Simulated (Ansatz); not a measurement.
Turn this script for the Python package of Ansatz (0.2.0) into the input file that the command-line program reads.

The script, `md_ch3iosi.py`:
```python
"""Molecular dynamics of one CH3IOSi molecule."""

import logging
import sys

import ansatz as az
import numpy as np

logging.basicConfig(stream=sys.stdout, format="%(levelname)s:%(name)s:%(message)s")
log = logging.getLogger("run")
log.setLevel(logging.INFO)

geometry = (
    az.Crystal.molecule()
    .atom("I", (1.1466, -2.0873, -1.5218))
    .atom("Si", (-0.2226, -0.8129, 0.0603))
    .atom("C", (-0.1106, 1.0226, -0.0165))
    .atom("O", (0.8299, 0.2665, 0.8576))
    .atom("H", (-1.0862, -1.5107, 1.0247))
    .atom("H", (0.3642, 1.4662, -0.8916))
    .atom("H", (-0.8602, 1.5876, 0.4417))
)

calc = (
    geometry.calculation()
    .basis(gaussian="def2-SVP")
    .functional("PBE", dispersion="d3bj")  # exchange and correlation
    .md("nvt_langevin", timestep=0.5, steps=40, temperature=800, initial_velocities="maxwell_boltzmann", seed=79, friction=0.05)
)
frames = []
calc.session().plan().execute(on_event=lambda e: frames.append(e["data"]) if e["event"] == "md_step" else None)
log.info("t (fs)   E_pot (eV)      E_kin (eV)   T (K)   d(0-1) (A)")
for f in frames[::2]:
    xyz = np.array(f["positions_ang"])
    log.info(f"{f['time_fs']:6.2f} {f['lagrangian_ev']:14.5f} {f['e_kin_ev']:10.5f} {f['temperature_k']:8.1f} {np.linalg.norm(xyz[0] - xyz[1]):9.4f}")
print("mean temperature", round(float(np.mean([f["temperature_k"] for f in frames])), 1), "K")
```

`python md_ch3iosi.py` gives:
```text
INFO:run:t (fs)   E_pot (eV)      E_kin (eV)   T (K)   d(0-1) (A)
INFO:run:  0.00   -19098.72156    0.62045    685.7    2.4499
INFO:run:  1.00   -19098.74206    0.53025    586.0    2.4485
INFO:run:  2.00   -19098.70310    0.50530    558.5    2.4473
INFO:run:  3.00   -19098.61935    0.36495    403.3    2.4460
INFO:run:  4.00   -19098.54622    0.29123    321.9    2.4438
INFO:run:  5.00   -19098.51317    0.29812    329.5    2.4387
INFO:run:  6.00   -19098.48130    0.37509    414.5    2.4333
INFO:run:  7.00   -19098.48184    0.45177    499.3    2.4274
INFO:run:  8.00   -19098.49109    0.46797    517.2    2.4194
INFO:run:  9.00   -19098.49078    0.33183    366.7    2.4119
INFO:run: 10.00   -19098.50048    0.49336    545.3    2.4052
INFO:run: 11.00   -19098.48772    0.63708    704.1    2.3959
INFO:run: 12.00   -19098.53580    0.70203    775.9    2.3844
INFO:run: 13.00   -19098.67477    0.84834    937.6    2.3739
INFO:run: 14.00   -19098.79056    1.07684   1190.1    2.3637
INFO:run: 15.00   -19098.77512    1.15796   1279.8    2.3538
INFO:run: 16.00   -19098.62818    1.20388   1330.5    2.3459
INFO:run: 17.00   -19098.43697    1.00619   1112.0    2.3384
INFO:run: 18.00   -19098.31393    0.89064    984.3    2.3329
INFO:run: 19.00   -19098.34746    0.93628   1034.8    2.3291
INFO:run: 20.00   -19098.40108    0.91844   1015.1    2.3281
mean temperature 737.7 K
```

`input.yaml`:
```yaml
crystal:
  periodic: [false, false, false]
  atoms:
    - { symbol: I, position_ang: [1.1466, -2.0873, -1.5218] }
    - { symbol: Si, position_ang: [-0.2226, -0.8129, 0.0603] }
    - { symbol: C, position_ang: [-0.1106, 1.0226, -0.0165] }
    - { symbol: O, position_ang: [0.8299, 0.2665, 0.8576] }
    - { symbol: H, position_ang: [-1.0862, -1.5107, 1.0247] }
    - { symbol: H, position_ang: [0.3642, 1.4662, -0.8916] }
    - { symbol: H, position_ang: [-0.8602, 1.5876, 0.4417] }
basis:
  gaussian:
    orbitals: def2-SVP
hamiltonian:
  xc: pbe
  dispersion: d3bj
md:
  timestep: 0.5
  n_steps: 40
  ensemble: nvt_langevin
  temperature: 800.0
  friction: 0.05
  initial_velocities: maxwell_boltzmann
  seed: 79
```

What to keep in mind:
- Total energies depend on the basis set; only differences at equal settings carry meaning.
- The trajectory is only some femtoseconds long, so its temperature is not equilibrated; where the script doesn't relax first, it starts from a rough generated geometry.
- def2 sets replace the cores of elements past krypton by effective core potentials.
- The printed temperature counts all 3N degrees of freedom under Langevin dynamics, so the first row lies under the target.
- Run time: 110 s on 1 thread of Arm Neoverse V2, on a shared host, peak memory 0.19 GiB.

(Lines on the test bed's own set-up are left out of the output.)
